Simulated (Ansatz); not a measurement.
# C2H2ClIn: a ladder of functionals and wavefunction methods

The task here is to estimate one member of a computed series from the others.

Computed with Ansatz 0.2.0, Gaussian basis. Level: functionals in def2-TZVPP, the program's frozen cores in correlated methods.

The runs, in order: LDA (SPW92), PBE-D4, revPBE-D4, BLYP-D4, r2SCAN-D4, B97M-V, PBE0-D4, B3LYP-D4, r2SCANh-D4, r2SCAN0-D4, HSE06-D4, BHLYP-D4, CAM-B3LYP-D4, LC-ωPBE, ωB97X-V, ωB97M-V, B2PLYP, PBE-QIDH; CCSD(T)/def2-SVP; CCSD(T)/def2-TZVPP; CCSD(T)/def2-QZVPP; extrapolation to the limit; RPA on PBE.

## The relaxed structure

All runs share one geometry, relaxed beforehand with PBE0-D4 in a triple-zeta def2 set. In takes the def2 core potential; no spin-orbit term is included.

SMILES `C#[C][InH][Cl]`, 6 atoms, charge 0, spin multiplicity 1.

Atoms are counted from 1 here; the program's logs count them from 0.

Bond lengths: C1–C2 1.208 Å, C1–H5 1.067 Å, C2–In3 2.071 Å, In3–Cl4 2.329 Å, In3–H6 1.695 Å. Angles: C2–C1–H5 179.5°, C1–C2–In3 178.9°, C2–In3–Cl4 112.9°, C2–In3–H6 130.6°, Cl4–In3–H6 116.5°.

Set-up of the first run:

File in.yaml:

```yaml
crystal:
  periodic: [false, false, false]
  atoms:
    - {symbol: C, position_ang: [1.528197, -1.086454, -0.707092]}
    - {symbol: C, position_ang: [0.654058, -0.395971, -0.239298]}
    - {symbol: In, position_ang: [-0.818276, 0.805201, 0.583930]}
    - {symbol: Cl, position_ang: [-2.941304, 0.336341, -0.251700]}
    - {symbol: H, position_ang: [2.293607, -1.700463, -1.125341]}
    - {symbol: H, position_ang: [-0.716293, 2.041336, 1.739490]}
basis:
  gaussian: {orbitals: def2-TZVPP}
hamiltonian: {xc: lda}
output: {orbitals: {seedname: orbitals}}
```

Launch:

```console
> ansatz run in.yaml --threads 2 --pin off --events-out ev --progress --plain --max-ram 20480MiB --backend cpu
```

Steps of the session up to this table: LDA; PBE-D4 (GGA); revPBE-D4 (GGA); BLYP-D4 (GGA); r2SCAN-D4 (meta-GGA); B97M-V (meta-GGA); PBE0-D4 (hybrid); B3LYP-D4 (hybrid); r2SCANh-D4 (hybrid); r2SCAN0-D4 (hybrid); HSE06-D4 (hybrid); BHLYP-D4 (hybrid); CAM-B3LYP-D4 (range-separated); LC-ωPBE (range-separated); ωB97X-V (range-separated); ωB97M-V (range-separated); B2PLYP (double hybrid); PBE-QIDH (double hybrid).

One table of the session follows, with a row left open; its other results are not shown here.

It belongs to the step «Orbital energies across the functionals». 

| functional | HOMO (eV) | LUMO (eV) | gap (eV) |
| --- | --- | --- | --- |
| LDA (SPW92) | -7.29 | -3.09 | 4.20 |
| PBE-D4 | -7.15 | -2.80 | 4.35 |
| revPBE-D4 | -7.09 | -2.67 | 4.41 |
| BLYP-D4 | -6.98 | -2.75 | 4.24 |
| r2SCAN-D4 | -7.40 | -2.57 | 4.83 |
| B97M-V | -7.37 | -2.76 | 4.61 |
| PBE0-D4 | -8.37 | -2.07 | 6.30 |
| B3LYP-D4 | -8.11 | -2.34 | 5.78 |
| r2SCANh-D4 | -7.86 | -2.31 | 5.54 |
| r2SCAN0-D4 | -8.53 | -1.93 | 6.60 |
| HSE06-D4 | -7.96 | -2.43 | 5.53 |
| BHLYP-D4 | ? | ? | ? |
| CAM-B3LYP-D4 | -9.72 | -1.24 | 8.48 |
| LC-ωPBE | -11.16 | -0.10 | 11.06 |
| ωB97X-V | -10.74 | -0.23 | 10.51 |
| ωB97M-V | -10.61 | -0.45 | 10.15 |

Q: Estimate the row for BHLYP-D4 from the others.

Worked estimate for «HOMO (eV)». Against the share of exact exchange, BLYP-D4 (0, -6.98), B3LYP-D4 (0.2, -8.11) give a slope of -5.65 per unit share; at 0.5 the line stands at -9.80.

**Answer.** HOMO (eV): -9.40; LUMO (eV): -1.38; gap (eV): 8.02. In «HOMO (eV)» the line misses by -0.40.
